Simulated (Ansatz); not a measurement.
# Cl3H4NSi (built from SMILES Cl.N[SiH](Cl)Cl): search for a transition state, part 2 of 2

Ansatz 0.2.0, Gaussian basis; PBE0-D4. The steps go on from the part before.

### 6 Vibrations at the point found

vib/in.yaml

```yaml
crystal:
  periodic: [false, false, false]
  atoms:
    - {symbol: Si, position_ang: [-0.822685, -0.336874, 0.017017]}
    - {symbol: N, position_ang: [0.939691, 0.037586, 0.317141]}
    - {symbol: Cl, position_ang: [-1.001946, -1.140303, -1.822615]}
    - {symbol: Cl, position_ang: [-1.103451, -1.891044, 1.350262]}
    - {symbol: H, position_ang: [-1.742361, 0.710172, 0.444477]}
    - {symbol: H, position_ang: [0.958728, 0.996088, -0.286615]}
    - {symbol: Cl, position_ang: [0.048753, 2.111203, -1.256969]}
    - {symbol: H, position_ang: [1.562264, -0.671941, -0.060786]}
    - {symbol: H, position_ang: [1.161007, 0.185013, 1.298188]}
basis:
  gaussian: {orbitals: def2-TZVP}
hamiltonian: {xc: pbe0, dispersion: d4}
phonons: {temperatures: {t_min: 298.15, t_max: 900, t_step: 200}}
```

Command:

```bash
$ ansatz run in.yaml --threads 8 --pin off --events-out ev --progress --plain --max-ram 19148MiB
```

Output, cut to the lines that bear on the results:

```text
Functional definition: PBE0
  name "PBE0"
  cite "Adamo & Barone, J. Chem. Phys. 110, 6158 (1999) doi:10.1063/1.478522"
  cite "Perdew, Burke & Ernzerhof, Phys. Rev. Lett. 77, 3865 (1996) doi:10.1103/PhysRevLett.77.3865"
  parent pbe
[...]
1403 factors; their error is unknown
[...]
mean field -46989.18843919 eV, -1726.8208247244 hartree, gradient 3.3e-5 eV, S^2 0.000000; 0 other end points of the search recorded, 0 dependent functions left out
[...]
reference -46989.18846919 eV, -1726.8208258267 hartree; 38, 38 occupied and 165, 165 virtual orbitals, 1403 factors
[... from here to the last solve, the lines of the solves are left out (53 solves) ...]
1403 factors; their error is unknown
[...]
mean field -46989.18828787 eV, -1726.8208191634 hartree, gradient 2.4e-6 eV, S^2 0.000000; 0 other end points of the search recorded, 0 dependent functions left out
[...]
WARN: phonons: modes at or below zero, which the zero-point energy, F, S and C_V leave out: 1, the lowest at -195.03 cm⁻¹. A minimum has none, and a first-order saddle one
[...]
Atom 0 at    -0.822685    -0.336874     0.017017 Å, force    -0.001396     0.000309    -0.001829 eV/Å
Atom 1 at     0.939691     0.037586     0.317141 Å, force     0.003651     0.004158    -0.003977 eV/Å
Atom 2 at    -1.001946    -1.140303    -1.822615 Å, force     0.000454    -0.000386     0.000343 eV/Å
Atom 3 at    -1.103451    -1.891044     1.350262 Å, force    -0.000386     0.000035     0.000452 eV/Å
Atom 4 at    -1.742361     0.710172     0.444477 Å, force     0.000350     0.000026    -0.000359 eV/Å
Atom 5 at     0.958728     0.996088    -0.286615 Å, force    -0.000480    -0.003252     0.002167 eV/Å
Atom 6 at     0.048753     2.111203    -1.256969 Å, force    -0.000541    -0.001147     0.001050 eV/Å
Atom 7 at     1.562264    -0.671941    -0.060786 Å, force    -0.002877     0.001311     0.000848 eV/Å
Atom 8 at     1.161007     0.185013     1.298188 Å, force     0.001222    -0.001054     0.001305 eV/Å
Dipole moment:     0.495550    -0.741620     0.712093 e Å
Vibrations: -195.03 91.47 147.05 184.48 228.71 250.29 387.97 476.28 578.39 621.46 693.05 783.24 903.17 914.09 1146.37 1509.97 1551.81 1950.61 2373.27 3498.50 3585.68 cm⁻¹, zero-point energy 1.356131 eV
```

Run time: 96 s. Hardware: 8 threads of Arm Neoverse V1, shared host; peak memory 0.67 GiB.

The modes, with what each moves most:

```csv
mode,wavenumber (cm⁻¹),character
1,195i,"changes Si1–Cl7, N2–H6, H6–Cl7"
2,91,torsion with bend
3,147,"not assigned (largely outside the bonds, angles and torsions drawn)"
4,184,bend
5,229,bend with torsion
6,250,torsion with bend
7,388,"not assigned (largely outside the bonds, angles and torsions drawn)"
8,476,Si–Cl stretch
9,578,Si–Cl stretch
10,621,Si–N stretch
11,693,bend
12,783,bend with wag or twist
13,903,bend
14,914,bend with wag or twist
15,1146,bend
16,1510,bend
17,1552,bend
18,1951,N–H stretch
19,2373,Si–H stretch
20,3498,N–H stretch
21,3586,N–H stretch
```

Vibrational sums (real modes only):

```csv
T (K),entropy (J/mol/K),heat capacity (J/mol/K)
298,65.9,71.3
498,109.5,98.4
698,145.5,115.2
898,176.0,126.6
```

### 7 Relaxing after a step of 0.30 Å one way along the mode

downa/in.yaml

```yaml
crystal:
  periodic: [false, false, false]
  atoms:
    - {symbol: Si, position_ang: [-0.824561, -0.156163, -0.099607]}
    - {symbol: N, position_ang: [0.999511, 0.049637, 0.349537]}
    - {symbol: Cl, position_ang: [-1.050532, -1.128104, -1.867758]}
    - {symbol: Cl, position_ang: [-1.012503, -1.794785, 1.239959]}
    - {symbol: H, position_ang: [-1.828411, 0.734918, 0.511243]}
    - {symbol: H, position_ang: [1.166945, 0.920178, -0.181543]}
    - {symbol: Cl, position_ang: [-0.184962, 1.926607, -1.293040]}
    - {symbol: H, position_ang: [1.578120, -0.710985, -0.004528]}
    - {symbol: H, position_ang: [1.156393, 0.158598, 1.345838]}
basis:
  gaussian: {orbitals: def2-TZVP}
hamiltonian: {xc: pbe0, dispersion: d4}
relax: {f_tol: 0.005, max_steps: 200}
```

Command:

```bash
$ ansatz run in.yaml --threads 8 --pin off --events-out ev --progress --plain --max-ram 19148MiB
```

Output, cut to the lines that bear on the results:

```text
[... 5 set-up lines as earlier in the session ...]
[...]
1403 factors; their error is unknown
[...]
mean field -46989.36745397 eV, -1726.8274033962 hartree, gradient 4.1e-5 eV, S^2 0.000000; 0 other end points of the search recorded, 0 dependent functions left out
[...]
reference -46989.36748402 eV, -1726.8274045006 hartree; 38, 38 occupied and 165, 165 virtual orbitals, 1403 factors
relax step   1: F+E_penalty+E_count = -46989.62580356 eV  Δ(F+E_penalty+E_count) = +0.000e0 eV  max|allowed force component| = 5.972e-1 eV/Å  Δτ_max = 0.0000 Å  (27 SCF iters, accepted)
[...]
Total energy: -46990.18106655 eV, -1726.8573031070 hartree
Atom 0 at    -0.921465     0.064419    -0.104503 Å, force    -0.000820     0.000176    -0.000101 eV/Å
Atom 1 at     1.109978    -0.077609     0.125894 Å, force    -0.000100    -0.000027     0.000135 eV/Å
Atom 2 at    -0.590647    -1.007810    -1.878929 Å, force     0.000907    -0.000303    -0.000339 eV/Å
Atom 3 at    -0.996317    -0.976019     1.717479 Å, force     0.000833    -0.000266     0.000425 eV/Å
Atom 4 at    -2.386039     0.166816    -0.270603 Å, force    -0.000397    -0.000044    -0.000047 eV/Å
Atom 5 at     1.579075     0.367221    -0.657258 Å, force    -0.000791    -0.000197     0.000345 eV/Å
Atom 6 at    -0.574588     2.134908    -0.083670 Å, force     0.001035     0.000356     0.000082 eV/Å
Atom 7 at     1.386305    -1.053980     0.165824 Å, force    -0.000305     0.000542    -0.000030 eV/Å
Atom 8 at     1.393700     0.381954     0.985868 Å, force    -0.000363    -0.000237    -0.000470 eV/Å
Dipole moment:     0.976015    -0.068225     0.110691 e Å
```

Wall time 46 s (8 threads of Arm Neoverse V1, shared host); peak memory 0.67 GiB.

Relaxation path:

```csv
step,energy from step 1 (eV),largest force component (eV/Å)
1,0.0000,0.5972
2,-0.0735,0.7020
3,-0.0849,1.5349
4,-0.1485,0.8033
5,-0.2009,0.6230
6,-0.2289,0.2122
7,-0.2597,0.2525
8,-0.2843,0.2416
9,-0.3205,0.7899
10,-0.4114,0.6608
11,-0.5114,0.5179
12,-0.5508,0.3192
13,-0.5552,0.0282
14,-0.5552,0.0075
15,-0.5552,0.0010
```

Close pairs (by a distance rule), those that changed most:

```csv
bond,before (Å),after (Å),change (Å)
Si1–Cl7,2.484,2.099,-0.385
Si1–N2,1.890,2.049,+0.160
Si1–Cl3,2.030,2.099,+0.069
Si1–Cl4,2.125,2.099,-0.025
N2–H6,1.033,1.016,-0.018
N2–H8,1.019,1.016,-0.004
Si1–H5,1.475,1.478,+0.003
N2–H9,1.014,1.016,+0.001
```

### 8 Relaxing after a step of 0.30 Å the other way along the mode

downb/in.yaml

```yaml
crystal:
  periodic: [false, false, false]
  atoms:
    - {symbol: Si, position_ang: [-0.820809, -0.517586, 0.133640]}
    - {symbol: N, position_ang: [0.879871, 0.025535, 0.284745]}
    - {symbol: Cl, position_ang: [-0.953361, -1.152502, -1.777472]}
    - {symbol: Cl, position_ang: [-1.194399, -1.987303, 1.460565]}
    - {symbol: H, position_ang: [-1.656311, 0.685427, 0.377712]}
    - {symbol: H, position_ang: [0.750511, 1.071998, -0.391687]}
    - {symbol: Cl, position_ang: [0.282469, 2.295800, -1.220898]}
    - {symbol: H, position_ang: [1.546408, -0.632897, -0.117043]}
    - {symbol: H, position_ang: [1.165622, 0.211428, 1.250539]}
basis:
  gaussian: {orbitals: def2-TZVP}
hamiltonian: {xc: pbe0, dispersion: d4}
relax: {f_tol: 0.005, max_steps: 200}
```

Command:

```bash
$ ansatz run in.yaml --threads 8 --pin off --events-out ev --progress --plain --max-ram 19148MiB
```

Output, cut to the lines that bear on the results:

```text
[... 5 set-up lines as earlier in the session ...]
[...]
1403 factors; their error is unknown
[...]
mean field -46989.25610931 eV, -1726.8233115554 hartree, gradient 3.0e-5 eV, S^2 0.000000; 0 other end points of the search recorded, 0 dependent functions left out
[...]
reference -46989.25613991 eV, -1726.8233126800 hartree; 38, 38 occupied and 165, 165 virtual orbitals, 1403 factors
relax step   1: F+E_penalty+E_count = -46989.50538001 eV  Δ(F+E_penalty+E_count) = +0.000e0 eV  max|allowed force component| = 9.247e-1 eV/Å  Δτ_max = 0.0000 Å  (27 SCF iters, accepted)
[...]
Total energy: -46989.86299275 eV, -1726.8456141105 hartree
Atom 0 at    -0.852863    -0.663663     0.218720 Å, force    -0.001333     0.001851     0.000605 eV/Å
Atom 1 at     0.749658    -0.049397     0.334385 Å, force     0.000213    -0.000553    -0.000931 eV/Å
Atom 2 at    -1.101313    -1.270145    -1.703399 Å, force    -0.000291    -0.000939    -0.000654 eV/Å
Atom 3 at    -1.205278    -2.251420     1.459446 Å, force    -0.000314     0.000121    -0.000321 eV/Å
Atom 4 at    -1.807099     0.398163     0.570647 Å, force     0.001559    -0.001424     0.000291 eV/Å
Atom 5 at     0.822952     1.518912    -0.692082 Å, force     0.000290    -0.003176     0.001770 eV/Å
Atom 6 at     0.868887     2.645111    -1.364713 Å, force    -0.000065     0.003396    -0.001954 eV/Å
Atom 7 at     1.484701    -0.618891    -0.065330 Å, force     0.000128     0.000339    -0.000022 eV/Å
Atom 8 at     1.040356     0.291231     1.242427 Å, force    -0.000185     0.000384     0.001215 eV/Å
Dipole moment:     0.197261    -0.340326     0.451017 e Å
```

Run time: 44 s. Hardware: 8 threads of Arm Neoverse V1, shared host; peak memory 0.66 GiB.

The steps of the relaxation:

```csv
step,energy from step 1 (eV),largest force component (eV/Å)
1,0.0000,0.9247
2,-0.0658,0.6777
3,-0.1049,0.6819
4,-0.1847,1.2139
5,-0.2891,0.6142
6,-0.3374,0.3526
7,-0.3367,0.6732
8,-0.3542,0.1077
9,-0.3560,0.0738
10,-0.3566,0.0736
11,-0.3573,0.0299
12,-0.3575,0.0088
13,-0.3575,0.0056
14,-0.3576,0.0055
15,-0.3576,0.0055
16,-0.3576,0.0053
17,-0.3576,0.0034
```

Distances of close pairs at the start and the end, largest changes first:

```csv
bond,before (Å),after (Å),change (Å)
N2–H6,1.253,1.876,+0.623
H6–Cl7,1.551,1.313,-0.238
Si1–N2,1.792,1.720,-0.072
Si1–Cl4,2.015,2.046,+0.031
Si1–H5,1.485,1.470,-0.015
Si1–Cl3,2.018,2.031,+0.013
N2–H9,1.024,1.012,-0.012
N2–H8,1.019,1.012,-0.007
```

### 9 The three structures

```csv
pair,start side (Å),saddle (Å),end side (Å)
Si1–Cl7,4.052,2.894,2.099
N2–H6,1.876,1.133,1.016
Si1–N2,1.720,1.827,2.049
H6–Cl7,1.313,1.736,2.845
```

### 10 Outcome

This closing draws on all 2 parts.

```
                       quantity                                                         value
                 imaginary mode                                                     195i cm⁻¹
    barrier from the start side                                                  9.7 kcal/mol
      barrier from the end side                                                 17.1 kcal/mol
             energy of the step                                                 -7.3 kcal/mol
              pairs that change  Si1–Cl7 formed, N2–H6 formed, Si1–N2 loosened, H6–Cl7 broken
zero-point energy at the saddle                                                      1.356 eV
```

The point has a single imaginary mode (195i cm⁻¹), as a transition state must. It joins the planned start and end. A bond meant to break is only loosened at the end: the products stay bound as an adduct. At PBE0-D4/def2-TZVP the electronic barrier is 9.7 kcal/mol, about 16 kT at 298 K, and the step runs 7.3 kcal/mol downhill.
